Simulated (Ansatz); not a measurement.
# Pt (Pt, hcp): the cost of one run

Computed with Ansatz 0.2.0 (DFT r2SCAN, plane waves (500 eV) with PAW, scalar-relativistic; PBE-made PAW files, unless a step says otherwise).

**1. The starting structure**

It takes space group P6_3/mmc (No. 194, hexagonal). Conventional cell: a = 2.774 Å, b = 2.774 Å, c = 4.530 Å, α = 90.00°, β = 90.00°, γ = 120.00°. Pt (site symmetry -6m2) has 12 Pt at 2.77 Å as nearest neighbours.

Coordinates:

```
Pt
1.0
     2.77405    0.00000    0.00000
    -1.38702    2.40239    0.00000
     0.00000    0.00000    4.53002
Pt
2
Cartesian
  0.0000 1.6016 1.1325
  1.3870 0.8008 3.3975
```

Starting moments (μB): +1 ×2.

**2. Relaxation of the cell**

The input, input.yaml:

```yaml
crystal:
  lattice:
    - [2.7740467412, 0.0, 0.0]
    - [-1.3870233706, 2.4023949491, 0.0]
    - [0.0, 0.0, 4.5300183283]
  atoms:
    - { symbol: Pt, position: [0.3333333333, 0.6666666667, 0.25], spin: 1.0 }
    - { symbol: Pt, position: [0.6666666667, 0.3333333333, 0.75], spin: 1.0 }
hamiltonian:
  xc: r2scan
  pseudopotentials:
    kind: paw
    azcp:
      Pt: "pseudopotentials/Pt.paw.azcp"
basis:
  ecutwfc: 500
  fft_grid_basis: typed
kpoints:
  mp_grid: { grid: [13, 13, 7], shift: [0, 0, 0] }
magnetization:
  spin_polarized: true
scf:
  occupations: { method: fermi_dirac, width: 0.05 }
relax:
  max_steps: 60
  f_tol: 0.01
  cell: {}
```

On the command line:

```console
ansatz run input.yaml --threads 2 --pin off --max-ram 6144MiB --backend cpu --events-out ev --progress --plain --runs-dir out
```

Q: Estimate wall time and peak memory on 2 threads of Arm Neoverse V1, shared host.

About 2.5 min, with a peak of 0.68 GiB.
